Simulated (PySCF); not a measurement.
# HBr: NMR shieldings, spin-spin couplings, relativistic core levels, part 2 of 2

PySCF 2.14.0. Atoms count from 0. Earlier steps stand in the parts before.

## 11. Relativistic core levels: PBE0/pcJ-1 Br:dyall-v2z, spin-free

What the job is given:

```
{"job": {"kind": "hxps", "xc": "PBE0", "basis": {"default": "pcJ-1", "Br": "dyall-v2z"}, "rel": "sf", "holes": [[0, "3d"]]}, "charge": 0, "multiplicity": 1}
Br     0.719639    -0.028146     0.001078
H     -0.702149    -0.000674    -0.013198
```

Method: PBE0/pcJ-1 Br:dyall-v2z core ionisation, delta-SCF with one localised hole, spin-free X2C, Gaussian nuclei, gas phase.

What it wrote:

```text
spin-free SCF
coarse grid: 9808 points
cycle   1  E = -2606.6034609654  dE = -1.095e-01  |g| = 2.468e-01  |ddm| = 9.353e-01
cycle   2  E = -2606.6072174391  dE = -3.756e-03  |g| = 1.429e-01  |ddm| = 3.653e-01
cycle   3  E = -2606.6127665920  dE = -5.549e-03  |g| = 6.464e-02  |ddm| = 2.026e-01
cycle   4  E = -2606.6132746594  dE = -5.081e-04  |g| = 1.446e-02  |ddm| = 3.534e-02
cycle   5  E = -2606.6132925358  dE = -1.788e-05  |g| = 1.165e-03  |ddm| = 7.390e-03
cycle   6  E = -2606.6132927552  dE = -2.195e-07  |g| = 3.747e-04  |ddm| = 1.221e-03
final grid: 18448 points
cycle   7  E = -2606.6134406200  dE = -6.699e-08  |g| = 6.923e-04  |ddm| = 4.810e-04
cycle   8  E = -2606.6134406217  dE = -1.713e-09  |g| = 4.697e-04  |ddm| = 3.469e-04
cycle   9  E = -2606.6134406309  dE = -9.240e-09  |g| = 1.252e-04  |ddm| = 1.809e-04
cycle  10  E = -2606.6134406314  dE = -4.857e-10  |g| = 1.094e-05  |ddm| = 2.630e-05
converged SCF energy = -2606.6134406314
two-component SCF
cycle   1  E = -2606.6134406315  dE = -2.607e+03  |FDS-SDF| = 1.094e-05
cycle   2  E = -2606.6134406315  dE = -1.637e-11  |FDS-SDF| = 7.795e-06
converged, E = -2606.6134406315

Field gradients (au) and densities at the nuclei (bohr^-3)
atom        Vxx        Vyy        Vzz        centre      nuclear mean
  0 Br    -3.9966    -3.9966     7.9931      40813.556      40753.804
  1 H     -0.1139    -0.1139     0.2277          0.386          0.386
without picture change
  0 Br                           8.2637                     66240.744

Core orbital energies (eV)
atom   shell        mean    spread
  0 Br 1s       -13364.982   0.000
  0 Br 2s        -1754.170   0.000
  0 Br 3s         -247.157   0.000
  0 Br 4s          -22.299   0.000
  0 Br 2p1/2     -1545.996   0.000
  0 Br 2p3/2     -1545.893   0.000
  0 Br 3p1/2      -181.017   0.000
  0 Br 3p3/2      -180.658   0.000
  0 Br 3d3/2       -71.018   0.115
  0 Br 3d5/2       -70.767   0.291

hole in 3d5/2 of atom 0
cycle   1  E = -2603.4429885387  dE = -2.603e+03  |FDS-SDF| = 2.196e+00
cycle   2  E = -2603.5792836701  dE = -1.363e-01  |FDS-SDF| = 2.122e+00
cycle   3  E = -2603.7753911042  dE = -1.961e-01  |FDS-SDF| = 1.255e-01
cycle   4  E = -2603.7771964895  dE = -1.805e-03  |FDS-SDF| = 1.314e-02
cycle   5  E = -2603.7772234097  dE = -2.692e-05  |FDS-SDF| = 2.178e-03
cycle   6  E = -2603.7772243684  dE = -9.587e-07  |FDS-SDF| = 7.092e-04
cycle   7  E = -2603.7772245687  dE = -2.003e-07  |FDS-SDF| = 2.346e-04
cycle   8  E = -2603.7772246210  dE = -5.229e-08  |FDS-SDF| = 5.999e-05
converged, E = -2603.7772246210

Core binding energies (eV)
atom   line    delta-SCF   -orbital   splitting
  0 Br 3d         77.084      70.87         -
```

Wall time 3.1 s (1 thread of Arm Neoverse V1, shared host); peak memory 0.46 GiB.

## 12. Relativistic core levels: PBE0/pcJ-1 Br:dyall-v2z, non-relativistic

What the job is given:

```
{"job": {"kind": "hxps", "xc": "PBE0", "basis": {"default": "pcJ-1", "Br": "dyall-v2z"}, "rel": "nr", "holes": [[0, "3d"]]}, "charge": 0, "multiplicity": 1}
Br     0.719639    -0.028146     0.001078
H     -0.702149    -0.000674    -0.013198
```

Level: PBE0/pcJ-1 Br:dyall-v2z core ionisation, delta-SCF with one localised hole, non-relativistic, Gaussian nuclei, gas phase.

What it wrote:

```text
non-relativistic SCF
coarse grid: 9808 points
cycle   1  E = -2574.4349329195  dE = -2.142e+01  |g| = 2.202e+00  |ddm| = 1.078e+00
cycle   2  E = -2574.4486761773  dE = -1.374e-02  |g| = 8.188e-01  |ddm| = 3.058e-01
cycle   3  E = -2574.4631854508  dE = -1.451e-02  |g| = 3.493e-01  |ddm| = 1.917e-01
cycle   4  E = -2574.4671974452  dE = -4.012e-03  |g| = 2.547e-02  |ddm| = 8.160e-02
cycle   5  E = -2574.4672571562  dE = -5.971e-05  |g| = 6.082e-03  |ddm| = 2.474e-02
cycle   6  E = -2574.4672664206  dE = -9.264e-06  |g| = 7.554e-04  |ddm| = 6.404e-03
final grid: 18448 points
cycle   7  E = -2574.4672634310  dE = -5.436e-08  |g| = 6.799e-04  |ddm| = 1.086e-03
cycle   8  E = -2574.4672634547  dE = -2.367e-08  |g| = 6.536e-04  |ddm| = 7.597e-04
cycle   9  E = -2574.4672634967  dE = -4.205e-08  |g| = 3.930e-05  |ddm| = 2.932e-04
cycle  10  E = -2574.4672634970  dE = -2.938e-10  |g| = 3.639e-06  |ddm| = 3.211e-05
converged SCF energy = -2574.4672634970
two-component SCF
cycle   1  E = -2574.4672634970  dE = -2.574e+03  |FDS-SDF| = 3.639e-06
cycle   2  E = -2574.4672634970  dE = -2.274e-12  |FDS-SDF| = 3.960e-06
converged, E = -2574.4672634970

Field gradients (au) and densities at the nuclei (bohr^-3)
atom        Vxx        Vyy        Vzz        centre      nuclear mean
  0 Br    -3.7364    -3.7364     7.4728      29275.331      29251.504
  1 H     -0.1161    -0.1161     0.2321          0.388          0.388

Core orbital energies (eV)
atom   shell        mean    spread
  0 Br 1s       -13148.464   0.000
  0 Br 2s        -1703.967   0.000
  0 Br 3s         -238.790   0.000
  0 Br 4s          -21.629   0.000
  0 Br 2p1/2     -1534.492   0.000
  0 Br 2p3/2     -1534.391   0.000
  0 Br 3p1/2      -179.260   0.000
  0 Br 3p3/2      -178.905   0.000
  0 Br 3d3/2       -72.692   0.112
  0 Br 3d5/2       -72.448   0.283

hole in 3d5/2 of atom 0
cycle   1  E = -2571.2331996128  dE = -2.571e+03  |FDS-SDF| = 2.199e+00
cycle   2  E = -2571.3737321904  dE = -1.405e-01  |FDS-SDF| = 2.098e+00
cycle   3  E = -2571.5657579371  dE = -1.920e-01  |FDS-SDF| = 1.221e-01
cycle   4  E = -2571.5674785955  dE = -1.721e-03  |FDS-SDF| = 1.319e-02
cycle   5  E = -2571.5675060242  dE = -2.743e-05  |FDS-SDF| = 2.246e-03
cycle   6  E = -2571.5675070321  dE = -1.008e-06  |FDS-SDF| = 7.118e-04
cycle   7  E = -2571.5675072287  dE = -1.966e-07  |FDS-SDF| = 2.263e-04
cycle   8  E = -2571.5675072771  dE = -4.844e-08  |FDS-SDF| = 5.813e-05
converged, E = -2571.5675072771

Core binding energies (eV)
atom   line    delta-SCF   -orbital   splitting
  0 Br 3d         78.815      72.55         -
```

Run time: 3.1 s. Hardware: 1 thread of Arm Neoverse V1, shared host; peak memory 0.46 GiB.

## 13. Shieldings side by side

```tsv
run	Br0	H1	time
step 3, PBE0/pcJ-1 Br:dyall-v2z, spin–orbit	2892.0	35.9	7.2 s
step 6, PBE0/pcJ-1 Br:dyall-v2z, non-relativistic	2575.1	30.8	1.9 s
step 8, PBE0/pcJ-1 Br:dyall-v2z, spin-free	2581.9	30.8	2.2 s
step 9, PBE0/pcJ-1 Br:dyall-v2z, spin-free with spin-dependent field terms	2845.2	30.9	5.6 s
```

## 14. Outcome

What follows sums up all 2 parts.

| quantity | value |
| --- | --- |
| point group | Cinfv |
| rotational constants (main isotopes) | 251.11, 251.11 GHz |
| energy from spin-orbit coupling (step 3, PBE0/pcJ-1 Br:dyall-v2z, spin–orbit) | -0.0780 Eh |
| shieldings (step 3, PBE0/pcJ-1 Br:dyall-v2z, spin–orbit) | Br0 2892.0, H1 35.9 ppm |
| energy from spin-orbit coupling (step 4, PBE0/pcJ-1 Br:dyall-v2z, spin–orbit) | -0.0780 Eh |
| largest reduced coupling (step 4, PBE0/pcJ-1 Br:dyall-v2z, spin–orbit) | Br0–H1: J = -87.7 Hz, K = -29·10¹⁹ T²/J |
| Br0 3d5/2 binding energy (step 5, PBE0/pcJ-1 Br:dyall-v2z, spin–orbit) | 76.9 eV, 3d3/2 78.0 eV |
| energy from spin-orbit coupling (step 5, PBE0/pcJ-1 Br:dyall-v2z, spin–orbit) | -0.0780 Eh |
| shieldings (step 6, PBE0/pcJ-1 Br:dyall-v2z, non-relativistic) | Br0 2575.1, H1 30.8 ppm |
| largest reduced coupling (step 7, PBE0/pcJ-1 Br:dyall-v2z, non-relativistic) | Br0–H1: J = -50.9 Hz, K = -17·10¹⁹ T²/J |
| shieldings (step 8, PBE0/pcJ-1 Br:dyall-v2z, spin-free) | Br0 2581.9, H1 30.8 ppm |
| shieldings (step 9, PBE0/pcJ-1 Br:dyall-v2z, spin-free with spin-dependent field terms) | Br0 2845.2, H1 30.9 ppm |
| largest reduced coupling (step 10, PBE0/pcJ-1 Br:dyall-v2z, spin-free) | Br0–H1: J = -112.8 Hz, K = -37·10¹⁹ T²/J |
| Br0 3d binding energy (step 11, PBE0/pcJ-1 Br:dyall-v2z, spin-free) | 77.1 eV |
| Br0 3d binding energy (step 12, PBE0/pcJ-1 Br:dyall-v2z, non-relativistic) | 78.8 eV |

What this shows: With PBE0/def2-SVP, its start was all but relaxed already: 2 steps gained 0.4 meV. In step 3, Br0 has the widest tensor, 751 ppm. Br0 moves most between the runs, by 317 ppm; the labels say what changes from run to run.
